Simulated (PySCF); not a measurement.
**TaH₄⁺: singlet, from a tetrahedral start**

Aim: relax TaH₄⁺ as a singlet from a tetrahedral start, check by its vibrations whether the end is a minimum, and collect its spectrum and constants.

Method: PBE0, basis Ta def2-TZVP with ECP60, H def2-TZVP, scalar-relativistic core potentials, no spin–orbit coupling, density fitting; program: PySCF 2.14.0.

## Step 1: The system as given

5 atoms, charge 1, spin multiplicity 1.

Bond lengths: Ta1–H2 1.744 Å, Ta1–H3 1.744 Å, Ta1–H4 1.744 Å, Ta1–H5 1.744 Å. Angles: H2–Ta1–H3 109.5°, H2–Ta1–H4 109.5°, H2–Ta1–H5 109.5°, H3–Ta1–H4 109.5°, H3–Ta1–H5 109.5°, H4–Ta1–H5 109.5°.

```xyz
5
charge 1 multiplicity 1
Ta    0.0000    0.0000    0.0000
H     1.0072    1.0070    1.0072
H    -1.0072    1.0070   -1.0072
H     1.0072   -1.0070   -1.0072
H    -1.0072   -1.0070    1.0072
```

## Step 2: First SCF at the start

The steps below are one call of a driver around PySCF. For each, scf.py gives the equivalent set-up of the SCF; relaxations use the driver's own optimiser. After this first run the driver tries any further starts and a stability analysis.

Contents of scf.py:

```python
from pyscf import gto, scf, dft
mol = gto.M(atom='''
Ta     0.000000     0.000000     0.000000
H      1.007200     1.007000     1.007200
H     -1.007200     1.007000    -1.007200
H      1.007200    -1.007000    -1.007200
H     -1.007200    -1.007000     1.007200''',
    basis={'Ta': 'def2-TZVP', 'H': 'def2-TZVP'},
    ecp={'Ta': 'def2-TZVP'},
    charge=1, spin=0)
mf = dft.RKS(mol, xc='PBE0')
mf.grids.atom_grid = (50, 194)
aux = {'Ta': 'def2-universal-JKFIT', 'H': 'def2-universal-JKFIT'}
mf = mf.density_fit(auxbasis=aux)
mf.conv_tol = 1e-08
mf.diis_space = 10
mf.max_cycle = 60
mf.init_guess = 'minao'
mf.verbose = 4
mf.kernel()
```

Launch:

```sh
$ OMP_NUM_THREADS=2 python axn.py task.json out
```

Standard output:

```text
init E= -40.3093128490095
  HOMO = -0.533710994124293  LUMO = -0.392705128422035  gap/eV = 3.83697
cycle= 1 E= -58.9661177227704  delta_E= -18.7  |g|= 0.31  |ddm|= 4.92
  HOMO = -0.560936268920475  LUMO = -0.314647662917046  gap/eV = 6.70185
cycle= 2 E= -58.9596644779514  delta_E= 0.00645  |g|= 0.259  |ddm|= 0.53
  HOMO = -0.594184849776531  LUMO = -0.377626984740209  gap/eV = 5.89284
cycle= 3 E= -58.9784552014417  delta_E= -0.0188  |g|= 0.0776  |ddm|= 0.356
  HOMO = -0.588172580048274  LUMO = -0.363971668383886  gap/eV = 6.10082
cycle= 4 E= -58.9803656663931  delta_E= -0.00191  |g|= 0.00222  |ddm|= 0.0868
  HOMO = -0.588114802247569  LUMO = -0.36405910721707  gap/eV = 6.09687
cycle= 5 E= -58.9803670767363  delta_E= -1.41e-06  |g|= 0.00018  |ddm|= 0.00196
  HOMO = -0.58817849659461  LUMO = -0.364131615331958  gap/eV = 6.09663
cycle= 6 E= -58.9803670866526  delta_E= -9.92e-09  |g|= 1.65e-05  |ddm|= 0.000213
  HOMO = -0.58817830176805  LUMO = -0.36413591784311  gap/eV = 6.09650
Extra cycle  E= -58.9803670866246  delta_E= 2.8e-11  |g|= 1.89e-05  |ddm|= 4.03e-05
converged SCF energy = -58.9803670866246
```

This step, with its further starts and checks, took 2.8 s on 2 threads of Arm Neoverse V2, shared host.

The starts that the driver tried:

```tsv
start	energy (Eh)
the minimal-basis guess	-58.980367
a thermally smeared density	-58.980367
a smeared PBE density	-58.980367
```

The test of internal stability and the other starts found no lower closed-shell solution.

## Step 3: Tetrahedral start, singlet: relaxation

The program finds Td symmetry in the start, which this walk keeps. Threshold on the gradient: 0.0003 Eh/bohr, with a further test on the energy change.

Changes to scf.py since step 2:

```diff
@@ -4,4 +4,4 @@
-H      1.007200     1.007000     1.007200
-H     -1.007200     1.007000    -1.007200
-H      1.007200    -1.007000    -1.007200
-H     -1.007200    -1.007000     1.007200''',
+H      1.007133     1.007133     1.007133
+H     -1.007133     1.007133    -1.007133
+H      1.007133    -1.007133    -1.007133
+H     -1.007133    -1.007133     1.007133''',
@@ -18 +17,0 @@
-mf.init_guess = 'minao'
```

Steps of the walk:

```tsv
step	energy (Eh)	change (kJ/mol)	largest symmetric gradient (Eh/bohr)
0	-58.980367	0.00	0.00217
1	-58.980507	-0.37	0.00110
2	-58.980553	-0.49	0.00003
```

The walk took 2 s.

Geometry (Å) and forces (eV/Å) at some steps:

```
step 0
Ta   0.000   0.000   0.000   0.000   0.000   0.000
H    1.007   1.007   1.007  -0.112  -0.112  -0.112
H   -1.007   1.007  -1.007   0.112  -0.112   0.112
H    1.007  -1.007  -1.007  -0.112   0.112   0.112
H   -1.007  -1.007   1.007   0.112   0.112  -0.112
step 1
Ta   0.000   0.000   0.000   0.000   0.000   0.000
H    1.003   1.003   1.003  -0.056  -0.056  -0.056
H   -1.003   1.003  -1.003   0.056  -0.056   0.056
H    1.003  -1.003  -1.003  -0.056   0.056   0.056
H   -1.003  -1.003   1.003   0.056   0.056  -0.056
step 2
Ta   0.000   0.000   0.000   0.000   0.000   0.000
H    0.999   0.999   0.999   0.001   0.001   0.001
H   -0.999   0.999  -0.999  -0.001   0.001  -0.001
H    0.999  -0.999  -0.999   0.001  -0.001  -0.001
H   -0.999  -0.999   0.999  -0.001  -0.001   0.001
```

After 2 steps and 0.5 kJ/mol it ends at Td: Ta–H 1.731 Å (×4); H–Ta–H 109.5° (×6).

## Step 4: Vibrations and properties at this point

The point is checked on the finer grid, and tightened if its gradient asks for it. The Hessian and the dipole derivatives come from central differences of analytic gradients, with steps of 0.02 bohr.

Changes to scf.py since step 3:

```diff
@@ -3,5 +3,5 @@
-Ta     0.000000     0.000000     0.000000
-H      1.007133     1.007133     1.007133
-H     -1.007133     1.007133    -1.007133
-H      1.007133    -1.007133    -1.007133
-H     -1.007133    -1.007133     1.007133''',
+Ta     0.000000    -0.000000     0.000000
+H      0.999488     0.999488     0.999488
+H     -0.999488     0.999488    -0.999488
+H      0.999488    -0.999488    -0.999488
+H     -0.999488    -0.999488     0.999488''',
@@ -12 +12 @@
-mf.grids.atom_grid = (50, 194)
+mf.grids.atom_grid = (75, 302)
@@ -15 +15 @@
-mf.conv_tol = 1e-08
+mf.conv_tol = 1e-10
```

The driver hands on the density of the step before, so the log starts near convergence.

SCF at the final geometry:

```text
init E= -58.9806118297787
  HOMO = -0.58967683712948  LUMO = -0.363581846993381  gap/eV = 6.15236
cycle= 1 E= -58.9806118297786  delta_E= 4.26e-14  |g|= 5.58e-08  |ddm|= 1.1e-07
  HOMO = -0.589676849410638  LUMO = -0.363581870920524  gap/eV = 6.15236
Extra cycle  E= -58.9806118297781  delta_E= 4.97e-13  |g|= 7.65e-08  |ddm|= 1.38e-07
converged SCF energy = -58.9806118297781
```

The whole step took 7.1 s.

Geometry: Td; Ta–H 1.731 Å (×4); H–Ta–H 109.5° (×6).

Modes, for the most abundant isotopes:

```
symmetry  ω (cm⁻¹)  IR (km/mol)     type
      t2       627          179     bend
       e       785          0.0     bend
      t2      2010          183  stretch
      a1      2021          0.0  stretch
```

Every mode is real; the point is a minimum.

Properties at this point:

```
Dipole moment about the centre of mass                          : 0.00 D
Highest occupied level                                          : -16.05 eV
Lowest empty level                                              : -9.89 eV
Rotational constants                                            : 2.093, 2.093, 2.093 cm⁻¹
Zero-point energy                                               : 68.8 kJ/mol
Principal polarisabilities                                      : 38.3, 38.3, 38.3 bohr³
Principal traceless quadrupole moments about the centre of mass : 0.00, 0.00, 0.00 D Å
Entropy at 298.15 K and 1 bar                                   : 234.8 J/(mol K)
Heat capacity Cp at 298.15 K                                    : 51.3 J/(mol K)
Enthalpy at 298.15 K above 0 K                                  : 11.50 kJ/mol
Rotational symmetry number                                      : 12
```

Charges (e) and bond orders:

| atom | Mulliken | Löwdin | polar tensor | Mayer order to Ta1 |
| --- | --- | --- | --- | --- |
| Ta1 | 0.95 | 1.11 | 1.67 | – |
| H2,3,4,5 | 0.01 | -0.03 | -0.17 | 1.00 |

Mulliken populations on Ta1 (outside its core potential): s 2.97, p 6.35, d 2.69, f 0.04.

## Step 5: Would spin polarisation lower it?

At the lowest minimum the closed shell is tested against spin polarisation, on the (50, 194) grid. It is stable.

## Step 6: Summary of results

| quantity | value |
| --- | --- |
| minimum | singlet, Td |
| geometry | Ta–H 1.731 Å (×4); H–Ta–H 109.5° (×6) |
| wavenumbers (cm⁻¹) | 627 (t2), 785 (e), 2010 (t2), 2021 (a1) |
| dipole moment (centre of mass) | 0.00 D |
| highest occupied, lowest empty level | -16.05, -9.89 eV |
| polar-tensor charge of Ta1 | +1.67 e |
| zero-point energy | 68.8 kJ/mol |
| entropy at 298.15 K | 234.8 J/(mol K) |

In words: The molecule stays Td, as typed, and the end point is a minimum. In the infrared the band at 2010 cm⁻¹ (t2, stretch) leads. Other starts or spin states, not run here, may lie lower. With an element this heavy the missing spin–orbit coupling can shift these numbers.

The search up to here took 13 s on 2 threads of Arm Neoverse V2, shared host.
